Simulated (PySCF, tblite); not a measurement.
# C4H6F3NSi: geometry, infrared bands and NMR shifts

What infrared bands and NMR shifts should C4H6F3NSi (`C=C[Si@@H](N=C)C(F)(F)F`) show?

Programs: tblite 0.8.0 and PySCF 2.14.0, with density-fitted response routines of our own. Each step states its level of theory. These are calculated values for one molecule in the gas phase, unless marked as measured. Atoms are numbered from 0 throughout.

## Step 1: The starting structure

15 atoms, charge 0, multiplicity 1; geometry from: force field or distance geometry start.

Bonds of the start (Å): C0–C1 1.31, C1–Si2 1.84, Si2–N3 1.78, N3–C4 1.29, Si2–C5 1.86, C5–F6 1.38, C5–F7 1.40, C5–F8 1.38, C0–H9 1.09, C0–H10 1.07, C1–H11 1.11, Si2–H12 1.46, C4–H13 1.10, C4–H14 1.09.

## Step 2: Relaxing the molecule with GFN2-xTB

The job: settings as JSON, then the geometry in Å.

```
{"job": {"kind": "relax", "xc": "GFN2-xTB", "basis": "xTB"}, "charge": 0, "multiplicity": 1}
C     -1.815400    -0.579300    -1.728300
C     -0.859600    -1.081900    -0.990700
Si     0.419300    -0.102700    -0.103500
N     -0.303100     1.396500     0.517800
C      0.357400     2.497400     0.594400
C      1.028700    -1.100100     1.347100
F      1.127100    -2.414300     0.952900
F      2.312400    -0.674800     1.709600
F      0.186400    -1.030700     2.441900
H     -2.511000    -1.281600    -2.184500
H     -1.985900     0.464600    -1.909600
H     -0.795400    -2.186100    -0.866300
H      1.520800     0.234500    -0.994200
H      1.392800     2.442900     0.214200
H     -0.079100     3.423500     0.977200
```

Command:

```bash
$ OMP_NUM_THREADS=1 python probes_run.py task.json out
```

One launch serves the whole session: the jobs run in the order shown.

**Question.** This job is followed by: GFN2-xTB harmonic vibrations, gas phase; GIAO PBE0/pcSseg-1 NMR shielding, non-relativistic, gas phase. What will the session give for the following? strongest single infrared mode (GFN2-xTB); zero-point energy (GFN2-xTB); 13C shifts against TMS (PBE0/pcSseg-1); 1H shifts against TMS (PBE0/pcSseg-1); 29Si shifts against TMS (PBE0/pcSseg-1); 15N shifts against NH3 (PBE0/pcSseg-1); 19F shifts against CFCl3 (PBE0/pcSseg-1, means over atoms taken as alike); surface potential, 1st and 99th percentile.

The runs gave:

| quantity | value |
| --- | --- |
| strongest single infrared mode (GFN2-xTB) | 2226 cm⁻¹, 280 km/mol |
| zero-point energy (GFN2-xTB) | 57.9 kcal/mol |
| 13C shifts against TMS (PBE0/pcSseg-1) | 179.7, 146.3, 138.4, 136.8 ppm |
| 1H shifts against TMS (PBE0/pcSseg-1) | 9.02, 9.01, 6.73, 6.60, 5.97, 5.31 ppm |
| 29Si shifts against TMS (PBE0/pcSseg-1) | -42.1 ppm |
| 15N shifts against NH3 (PBE0/pcSseg-1) | 413.5 ppm |
| 19F shifts against CFCl3 (PBE0/pcSseg-1, means over atoms taken as alike) | -78.3 ppm |
| surface potential, 1st and 99th percentile | -1.25 V and 1.34 V |

What this shows: The optimisation took 92 steps and gained 0.627 eV; among the close pairs (by a distance rule), Si2–C5 changed most, from 1.863 to 1.946 Å. All 39 modes are real, so the xTB geometry is a minimum. The strongest single mode, at 2226 cm⁻¹, moves mainly H12. GFN2-xTB is a fitted tight-binding method: band positions and strengths are rough. Its intensities can rank the bands wrongly. At PBE0/pcSseg-1: The largest span, 841 ppm, is at N3, where the paramagnetic term is -477 ppm. At PBE0/pcSseg-1, counted by nearest atom on the grid, the HOMO lies on N3 63 %; H13, H14 about 10 % each, the LUMO on C4 36 %; N3 30 %.
